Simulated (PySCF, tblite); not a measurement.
# C3H12FNSi3: geometry, infrared bands and NMR shifts

Wanted: the infrared bands and NMR shifts of C3H12FNSi3 (`F[SiH2]N([SiH2][SiH3])C1CC1`), by calculation.

Programs: tblite 0.8.0 and PySCF 2.14.0, with density-fitted response routines of our own. Each step states its level of theory. These are calculated values for one molecule in the gas phase, unless marked as measured. Atoms are numbered from 0 throughout.

### 1 The molecule as given

20 atoms, charge 0, multiplicity 1; geometry from: force field or distance geometry start.

Bonds of the start (Å): F0–Si1 1.72, Si1–N2 1.79, N2–Si3 1.77, Si3–Si4 2.22, N2–C5 1.45, C5–C6 1.52, C6–C7 1.51, C7–C5 1.49, Si1–H8 1.45, Si1–H9 1.47, Si3–H10 1.48, Si3–H11 1.47, Si4–H12 1.46, Si4–H13 1.47, Si4–H14 1.50, C5–H15 1.13, C6–H16 1.11, C6–H17 1.12, C7–H18 1.11, C7–H19 1.10.

### 2 Geometry optimisation with GFN2-xTB

The job: settings as JSON, then the geometry in Å.

```
{"job": {"kind": "relax", "xc": "GFN2-xTB", "basis": "xTB"}, "charge": 0, "multiplicity": 1}
F      0.521100     1.155400     2.508700
Si    -0.100700     1.830300     1.056100
N     -0.204600     0.459400    -0.087600
Si     1.183800    -0.584200     0.264100
Si     3.008300     0.126000    -0.783900
C     -1.424600    -0.261800     0.225600
C     -1.666400    -1.458200    -0.676800
C     -2.573600    -0.257300    -0.725000
H     -1.384500     2.424500     1.394400
H      0.894000     2.828800     0.653700
H      1.387500    -0.581300     1.727800
H      0.970700    -1.987200    -0.103900
H      4.102600     0.111700     0.177700
H      3.315700    -0.843200    -1.850300
H      2.803300     1.468300    -1.411700
H     -1.734700    -0.327700     1.307600
H     -1.025900    -1.596000    -1.572700
H     -1.974100    -2.365100    -0.086500
H     -2.509200     0.305100    -1.674100
H     -3.593800    -0.436900    -0.346100
```

Command:

```
> OMP_NUM_THREADS=1 python probes_run.py task.json out
```

The driver reads the jobs from task.json and runs them one after another.

**Question.** This job is followed by: GFN2-xTB harmonic vibrations, gas phase; GIAO PBE0/pcSseg-1 NMR shielding, non-relativistic, gas phase. What will the session give for the following? strongest single infrared mode (GFN2-xTB); zero-point energy (GFN2-xTB); 13C shifts against TMS (PBE0/pcSseg-1, means over atoms taken as alike); 1H shifts against TMS (PBE0/pcSseg-1, means over atoms taken as alike); 19F shifts against CFCl3 (PBE0/pcSseg-1); 29Si shifts against TMS (PBE0/pcSseg-1); 15N shifts against NH3 (PBE0/pcSseg-1).

**Answer**, as computed:

| quantity | value |
| --- | --- |
| strongest single infrared mode (GFN2-xTB) | 702 cm⁻¹, 795 km/mol |
| zero-point energy (GFN2-xTB) | 85.4 kcal/mol |
| 13C shifts against TMS (PBE0/pcSseg-1, means over atoms taken as alike) | 30.4, 7.6 ppm |
| 1H shifts against TMS (PBE0/pcSseg-1, means over atoms taken as alike) | 5.20, 5.15, 3.45, 2.56, 0.48, 0.44 ppm |
| 19F shifts against CFCl3 (PBE0/pcSseg-1) | -204.9 ppm |
| 29Si shifts against TMS (PBE0/pcSseg-1) | -17.8, -39.8, -119.5 ppm |
| 15N shifts against NH3 (PBE0/pcSseg-1) | 16.9 ppm |

**Reading.** The optimisation took 185 steps and gained 1.267 eV; among the close pairs (by a distance rule), F0–Si1 changed most, from 1.718 to 1.609 Å. The lowest mode is imaginary (27i cm⁻¹), so the xTB geometry is not a minimum. The strongest single mode, at 702 cm⁻¹, is carried by H11, H10, Si3. GFN2-xTB is a fitted tight-binding method: band positions and strengths are rough. Its intensities can rank the bands wrongly. At PBE0/pcSseg-1: The largest span, 116 ppm, is at Si3, where the paramagnetic term is -493 ppm.
